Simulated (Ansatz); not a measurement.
# CH6F2GeSi: the cost of one run

Computed with Ansatz 0.2.0, Gaussian basis. Level: functionals in def2-TZVPP, the program's frozen cores in correlated methods.

Levels to be run: PBE-D4, r2SCAN-D4, PBE0-D4, B3LYP-D4, ωB97X-V, ωB97M-V, B2PLYP; CCSD(T)/def2-TZVPP; MP2/def2-QZVPP; extrapolation to the limit.

## (1) Structure used throughout

All runs share one geometry, relaxed beforehand with PBE0-D4 in a triple-zeta def2 set.

SMILES `F[CH2][GeH]([F])[SiH3]`, 11 atoms, charge 0, spin multiplicity 1.

Atoms are counted from 1 here; the program's logs count them from 0.

Bond lengths: F1–C2 1.388 Å, C2–Ge3 1.978 Å, C2–H6 1.093 Å, C2–H7 1.093 Å, Ge3–F4 1.755 Å, Ge3–Si5 2.387 Å, Ge3–H8 1.541 Å, Si5–H9 1.485 Å, Si5–H10 1.485 Å, Si5–H11 1.485 Å. Angles: F1–C2–Ge3 108.9°, F1–C2–H6 108.8°, F1–C2–H7 108.5°, Ge3–C2–H6 109.6°, Ge3–C2–H7 112.0°, H6–C2–H7 109.0°, C2–Ge3–F4 103.7°, C2–Ge3–Si5 112.4°, C2–Ge3–H8 111.7°, F4–Ge3–Si5 107.8°, F4–Ge3–H8 105.1°, Si5–Ge3–H8 115.1°, Ge3–Si5–H9 109.0°, Ge3–Si5–H10 109.3°, Ge3–Si5–H11 109.1°, H9–Si5–H10 109.6°, H9–Si5–H11 109.8°, H10–Si5–H11 109.9°.

## (2) PBE-D4 (GGA)

in.yaml reads:

```yaml
crystal:
  periodic: [false, false, false]
  atoms:
    - {symbol: F, position_ang: [-0.236985, 2.051152, 0.943923]}
    - {symbol: C, position_ang: [-0.400661, 0.814567, 1.553634]}
    - {symbol: Ge, position_ang: [-0.648313, -0.560405, 0.153822]}
    - {symbol: F, position_ang: [-0.271028, -2.063820, 0.975852]}
    - {symbol: Si, position_ang: [0.893190, -0.306743, -1.650562]}
    - {symbol: H, position_ang: [0.495601, 0.587535, 2.136898]}
    - {symbol: H, position_ang: [-1.258858, 0.870825, 2.227450]}
    - {symbol: H, position_ang: [-2.126565, -0.691275, -0.262094]}
    - {symbol: H, position_ang: [0.521946, 0.896982, -2.437317]}
    - {symbol: H, position_ang: [0.833660, -1.509124, -2.519605]}
    - {symbol: H, position_ang: [2.263315, -0.146698, -1.101401]}
basis:
  gaussian: {orbitals: def2-TZVPP}
hamiltonian: {xc: pbe, dispersion: d4}
output: {forces: true, orbitals: {seedname: orbitals}}
```

On the command line:

```console
> ansatz run in.yaml --threads 2 --pin off --events-out ev --progress --plain --max-ram 22528MiB --backend cpu
```

What time and memory should one allow on 2 threads of AMD EPYC 7R13, shared host?

About 4.1 s, with a peak of 0.42 GiB.
